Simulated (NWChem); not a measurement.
# GeCl2 (SMILES Cl[Ge]Cl): HF/3-21G

Aim: the energy change on altering one bond length of GeCl2 at HF/3-21G, from 2 runs. 

The calculation is run with NWChem 7.3.0.

4 further runs of the same task are left out: 4 that didn't finish.

**1. Starting point**

The species is GeCl2 (3 atoms), meant as a singlet with charge 0. As SMILES, `Cl[Ge]Cl`. The coordinates come from a PBE0-D4/def2-TZVP relaxation.

Bond lengths: Cl1–Ge2 2.182 Å, Ge2–Cl3 2.182 Å. Angles: Cl1–Ge2–Cl3 100.0°.

**2. Energy and forces at HF/3-21G**

Input file sp.nw:

```
start sp
memory total 2200 mb
charge 0

geometry units angstrom noautosym nocenter noautoz
Cl    -0.065420    -1.681680     0.422740
Ge    -0.421210     0.067170    -0.832020
Cl     0.486630     1.614500     0.409270
end

basis spherical bse
Cl library 3-21G
Ge library 3-21G
end

scf
thresh 1e-08
maxiter 80
print medium
end

task scf gradient
```

On the command line:

```
$ nwchem sp.nw > sp.out
```

Standard output, shortened:

```text
[...]
  functions       =    48
[...]
  wavefunction    = RHF
[...]
         Total SCF energy =  -2980.022341186739
      One-electron energy =  -4766.078309328624
      Two-electron energy =   1476.386497834510
 Nuclear repulsion energy =    309.669470307375
        Time for solution =      1.4s
[...]
                         RHF ENERGY GRADIENTS
    atom               coordinates                        gradient
                 x          y          z           x          y          z
   1 Cl     -0.123626  -3.177914   0.798863   -0.004233   0.024520  -0.016140
   2 Ge     -0.795971   0.126933  -1.572290    0.016255  -0.002575   0.032104
   3 Cl      0.919597   3.050963   0.773408   -0.012022  -0.021945  -0.015963
[...]
```

Wall time 2.5 s (1 thread of Intel Xeon 6975P-C (Granite Rapids), shared host); peak memory 0.097 GiB.

**3. The distorted shape: a single-point energy at HF/3-21G**

Input file mymol.nw:

```
start mymol
title "Cl2Ge hf"
memory total 2200 mb
geometry noautosym nocenter noautoz
Cl    0.219208   -3.080741    1.426534
Ge   -0.421210    0.067170   -0.832020
Cl    0.486630    1.614500    0.409270
end
basis spherical bse
* library 3-21G
end
scf
nopen 0
rhf
thresh 1e-08
maxiter 80
print medium
end
task scf
```

On the command line:

```
$ nwchem mymol.nw > mymol.out
```

Standard output, shortened:

```text
[...]
  functions       =    48
[...]
  wavefunction    = RHF
[...]
         Total SCF energy =  -2979.905594954768
      One-electron energy =  -4619.688132695195
      Two-electron energy =   1402.733622011772
 Nuclear repulsion energy =    237.048915728655
        Time for solution =      2.0s
[...]
```

Run time: 2.7 s. Hardware: 1 thread of Intel Xeon 6975P-C (Granite Rapids), shared host; peak memory 0.096 GiB.

**4. Summary of results**

At HF/3-21G:

```
                                                           quantity           value
                                          first shape: total energy  -2980.02234 Eh
                                         first shape: dipole moment          3.57 D
                                           first shape: HOMO energy       -10.75 eV
                                           first shape: LUMO energy        -0.62 eV
                                         first shape: HOMO–LUMO gap        10.14 eV
                              first shape: largest force on an atom      1.855 eV/Å
                                      distorted shape: total energy  -2979.90559 Eh
                                     distorted shape: dipole moment         12.87 D
                                       distorted shape: HOMO energy        -8.35 eV
                                       distorted shape: LUMO energy        -2.66 eV
                                     distorted shape: HOMO–LUMO gap         5.68 eV
energy change with the Cl1–Ge2 bond stretched from 2.182 to 3.927 Å        3.177 eV
```

In words: One bond (distorted shape) is far stretched, which a spin-restricted single reference describes badly; a broken-symmetry solution may lie lower. With the Cl1–Ge2 bond stretched from 2.182 to 3.927 Å the energy rises by 3.18 eV (73 kcal/mol). The first shape isn't relaxed at this level, so the change isn't measured from a minimum. A restricted reference can't describe the breaking bond well at this length. The largest force (first shape) is 1.86 eV/Å: the shape isn't a stationary point for this species at this level. Mulliken charges (distorted shape) run from -0.71 on Cl1 to +1.13 on Ge2.
